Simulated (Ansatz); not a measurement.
A nudged elastic band was laid between two geometries of a periodic cell of 17 atoms, GaSi₁₆ (host Si, host structure diamond, interstitial Ga).

Method: Ansatz 0.2.0, DFT PBE-D3(BJ), scalar-relativistic, plane waves, PAW. Settings: PAW set soft_1, cutoff 420 eV, k mesh 2x2x2, gaussian smearing 0.02 eV, spin collinear.

- movable images: 7
- climbing image: yes
- spring: 2.0 eV/Å²
- optimiser: quadratic models (default)
- start path: straight line
- force threshold: 0.05 eV/Å
- iteration limit: 27
- end points: relaxed

Image 0:

```xyz
17
Lattice="0.0000 5.4300 5.4300 5.4300 0.0000 5.4300 5.4300 5.4300 0.0000" Properties=species:S:1:pos:R:3
Si -0.016 -0.013 0.013
Si 1.354 1.360 1.327
Si 2.726 2.730 0.013
Si 4.070 4.073 1.357
Si 2.760 -0.048 2.666
Si 4.099 1.358 4.072
Si 5.414 2.729 2.701
Si 6.783 4.043 4.073
Si -0.055 2.767 2.664
Si 1.354 4.103 4.070
Si 2.726 5.417 2.700
Si 4.038 6.788 4.072
Si 2.760 2.764 5.478
Si 4.065 4.073 6.787
Si 5.374 5.380 5.480
Si 6.783 6.787 6.817
Ga 6.779 6.788 4.072
```

Image 8:

Only the atoms that move by more than 0.05 Å are listed.
```
Si2 1.309 1.310 1.306
Si4 4.124 4.126 1.305
Si5 2.716 -0.028 2.713
Si6 4.122 1.311 4.119
Si9 -0.029 2.717 2.714
Si10 1.309 4.125 4.121
Si12 4.087 6.775 4.085
Si13 2.715 2.717 5.458
Si15 5.431 5.432 5.428
Ga17 8.146 8.149 2.711
```

Task: What changes between the two ends?

Result: Contacts lost: Si15–Ga17. Contacts made: Si4–Ga17. The atom that moves furthest is Ga17, by 2.36 Å; four of its nearest neighbours are Si9 2.44, Si13 2.44, Si5 2.44, Si15 2.44 Å at the first end and Si4 2.44, Si10 2.44, Si2 2.44, Si6 2.44 Å at the last.

Task: What energy profile does the band end with?

Result: It converged. The highest image is number 4 of 0 to 8, 0.73 eV above the ends, which have the same energy within 2 meV. By the program's own check the climbing image is of a kind that is not told: the force calls were inconclusive, a negative curvature could not be distinguished from the path's own, the only one lies far off the path, or fixed occupations may fill a level only in part (lowest curvatures found: -3.32 and 0.22 eV/Å²). Limits of this set-up: coarse k mesh, a small cell, in which the defect meets its images.

| image | path coordinate (Å) | energy (eV) | Si15–Ga17 (Å) | Si4–Ga17 (Å) |
| --- | --- | --- | --- | --- |
| 0 | 0.00 | 0.00 | 2.44 | 4.70 |
| 1 | 0.40 | 0.05 | 2.47 | 4.37 |
| 2 | 0.81 | 0.18 | 2.50 | 4.02 |
| 3 | 1.21 | 0.46 | 2.73 | 3.58 |
| 4 | 1.61 | 0.73 | 3.15 | 3.15 |
| 5 | 2.02 | 0.47 | 3.58 | 2.73 |
| 6 | 2.42 | 0.18 | 4.02 | 2.50 |
| 7 | 2.82 | 0.05 | 4.37 | 2.47 |
| 8 | 3.22 | 0.00 | 4.70 | 2.44 |

Task: What is the geometry of the highest image?

Result: 
```xyz
17
Lattice="0.0000 5.4300 5.4300 5.4300 0.0000 5.4300 5.4300 5.4300 0.0000" Properties=species:S:1:pos:R:3
Si -0.219 -0.216 0.216
Si 1.245 1.248 1.241
Si 2.643 2.646 -0.014
Si 3.852 3.855 1.575
Si 2.824 -0.113 2.603
Si 4.186 1.248 4.182
Si 5.441 2.646 2.784
Si 6.856 4.062 4.001
Si -0.117 2.827 2.603
Si 1.245 4.189 4.182
Si 2.643 5.444 2.784
Si 4.058 6.859 4.001
Si 2.824 2.827 5.544
Si 4.288 4.291 6.569
Si 5.647 5.650 5.210
Si 6.856 6.859 6.799
Ga 7.465 7.468 3.392
```

The band took 7 iterations and roughly 9 core-minutes.

Run time: 5 min on 2 threads of Arm Neoverse V2, with other jobs on the host, peak memory 1.8 GiB.
